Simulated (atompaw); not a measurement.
# Tungsten: generating and testing a PAW (atompaw) potential

Task: generate the file, and judge it by its logarithmic derivatives, its ghosts and its cutoff.

The numbers are computed with atompaw 4.2.0.5 (PBEsol, scalar-relativistic, spin-unpolarised reference atom).

## 1. The design

The settings as typed:

```
element                 : tungsten (W, Z = 74)
type                    : PAW
frozen core             : [Kr] 4d10
valence charge          : 28
reference configuration : 4f14 5s2 5p6 5d4 6s2 6p0
partial waves           : 5s (bound): rc 2.00 bohr; 6s (bound): rc 2.50 bohr; 5p (bound): rc 2.05 bohr; 6p (bound, empty): rc 2.50 bohr; 5d (bound): rc 2.50 bohr; 5d channel at 0.1 Ry: rc 2.50 bohr; 4f (bound): rc 1.20 bohr; 4f channel at -1.65 Ry: rc 1.20 bohr
local potential         : vpsmatchnc scheme with l = 4 at 0.5 Ry, radius 2.35 bohr
core correction         : smooth core density matched at 2.45 bohr
augmentation charge     : besselshape compensation charge, radius 2.15 bohr; PAW radius 2.50 bohr; waves and projectors: custom rrkj vanderbiltortho
```

The nodes and maxima of the atom's own shells, from an earlier all-electron run, set the scale for the radii.

All-electron outer shells of the reference configuration (PBEsol, scalar-relativistic, ld1.x):

```tsv
shell	level (eV)	outermost node (bohr)	outermost maximum (bohr)
4p	-423.29	0.24	0.44
4d	-238.27	0.22	0.45
5s	-79.11	0.53	0.96
5p	-43.22	0.57	1.09
4f	-33.24	–	0.43
6s	-5.75	1.28	2.64
5d	-4.51	0.63	1.49
6p	-1.33	1.54	3.70
```

## 2. The generation run

Input file W.input:

```
W 74
GGA-PBESOL scalarrelativistic loggrid 2001 logderivrange -8 5 326
6 6 5 4 0 0
6 1 0
5 2 4
0 0 0
c
c
c
c
v
v
c
c
c
v
v
c
c
v
v
3
2.50 2.15 2.35 2.45
n
n
y
0.1
n
y
-1.65
n
custom rrkj vanderbiltortho besselshape
4 0.5 vpsmatchnc
2.00
2.50
2.05
2.50
2.50
2.50
1.20
1.20
PWSCFOUT
UPFDX 0.0125d0 UPFXMIN -7.d0 UPFZMESH 74.d0
END
```

On the command line:

```sh
$ atompaw < W.input > W.log
```

Before running it: what results should come out? Wanted: cutoffs for 10 and 1 mRy, occupied levels; bound ghosts; largest phase difference near zero energy, channels read; lowest eigenvalue of the overlap; share of valence orbitals outside the PAW sphere; UPF file.

**Answer**, as computed:

| quantity | value |
| --- | --- |
| cutoffs for 10 and 1 mRy, occupied levels | 140 Ry and 230 Ry |
| bound ghosts | none found |
| largest phase difference near zero energy, channels read | 0.108 rad |
| lowest eigenvalue of the overlap (Bessel basis) | 0.372 (s) |
| share of valence orbitals outside the PAW sphere | 5s 0 %, 6s 70 %, 5p 1 %, 6p 92 %, 5d 26 %, 4f 0 % |
| UPF file | written |

**Reading.** By its cutoff, 140 Ry for the looser tolerance, it is very hard. The slowest occupied level is 4f: taken alone it needs 140 Ry to come within 1 mRy, against 21 Ry for 5p. It is free of bound ghosts as far as tested. Near zero energy the largest phase difference among the channels read is 0.11 rad, in the p channel. In the s channel the atom's pole at 2.67 Ry sits lower, at 1.82 Ry, in the pseudo curve.
